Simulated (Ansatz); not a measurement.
**YbB2 (P6/mmm): equation of state**

One table from this session's results is given with a row withheld; the runs are named, their logs left out.

Computed with Ansatz 0.2.0 (DFT PBE+U (U_eff = 6 eV on Yb 4f), scalar-relativistic, plane waves, PAW, unless a step's input says otherwise).

These runs use a low cutoff (300 eV) and a coarse mesh on purpose, to show what cheap settings give: their numbers aren't properties of the material.

## The structure to begin with

Symmetry: P6/mmm, No. 191, hexagonal system. Conventional cell: a = 3.243 Å, b = 3.243 Å, c = 4.003 Å, α = 90.00°, β = 90.00°, γ = 120.00°. Yb (site symmetry 6/mmm) has 12 B at 2.74 Å as nearest neighbours. B (site symmetry -6m2) has 3 B at 1.87 Å as nearest neighbours.

As a file:

```cif
data_structure
_symmetry_space_group_name_H-M 'P 1'
_symmetry_Int_Tables_number 1
_cell_length_a 3.2426
_cell_length_b 3.2426
_cell_length_c 4.0032
_cell_angle_alpha 90.000
_cell_angle_beta 90.000
_cell_angle_gamma 120.000
_cell_volume 36.45
loop_
_atom_site_label
_atom_site_type_symbol
_atom_site_fract_x
_atom_site_fract_y
_atom_site_fract_z
_atom_site_occupancy
Yb1 Yb 0.00000 0.00000 0.00000 1
B1 B 0.33333 0.66667 0.50000 1
B2 B 0.66667 0.33333 0.50000 1
```

This cell comes from an earlier session at PBE+U (U_eff = 6 eV on Yb 4f): 12.151 Å³/atom at 0.04 GPa, on a 6×6×6 mesh.

Volume factors to run: 0.980, 1.020, 0.960, 1.040.

The first run:

Input file input.yaml:

```yaml
crystal:
  lattice:
    - [3.2208264661, 0.0, 0.0]
    - [-1.610413233, 2.7893175408, 0.0]
    - [0.0, 0.0, 3.9763447254]
  atoms:
    - { symbol: Yb, position: [0.0, 0.0, 0.0] }
    - { symbol: B, position: [0.3333333333, 0.6666666667, 0.5] }
    - { symbol: B, position: [0.6666666667, 0.3333333333, 0.5] }
basis:
  ecutwfc: 300
  ecutrho_ratio: 4
kpoints:
  mp_grid: { grid: [6, 6, 6] }
hamiltonian:
  xc: pbe
  hubbard: { sites: [{ species: Yb, l: f, u_eff: 6.0 }] }
scf:
  occupations: { method: gaussian, width: 0.05 }
output:
  forces: true
  stress: true
  eigenvalues: true
  populations: true
relax:
  f_tol: 0.01
  max_steps: 40
  cell: { stress_tol: 0.1, fix: [volume] }
```

Command:

```bash
$ ansatz run input.yaml --threads 1 --pin off --max-ram 2560MiB --backend cpu --events-out ev --progress --plain --runs-dir out
```

Among the steps run: Scaling the volume by 0.980; At 1.020 of the relaxed volume; Volume × 0.960; Volume × 1.040.

One table of the session follows, with a row left open; its other results are not shown here.

It belongs to the step «Energy and pressure against volume». 

```
volume (Å³/atom)  energy (meV/atom)  pressure (GPa)
          11.665               8.98            5.70
          11.908                  ?               ?
          12.151               0.00            0.04
          12.394               2.33           -2.34
          12.637               7.18           -4.51
```

Q: Estimate the row for volume (Å³/atom) = 11.908 from the others.

Worked estimate for «energy (meV/atom)». A straight line through the neighbours (11.665, 8.98) and (12.151, 0.00) gives 8.98 + (0.00 − 8.98) × (11.908 − 11.665) / (12.151 − 11.665) = 4.49; a parabola fitted to 3 rows on both sides gives 2.22.

**Answer.** energy (meV/atom): 1.75; pressure (GPa): 2.66. In «energy (meV/atom)» the line misses by +2.74 and the parabola by +0.47.

Limits of these values: Warnings in the runs' records: filled band counts differ across k points, cutoff below recommended.
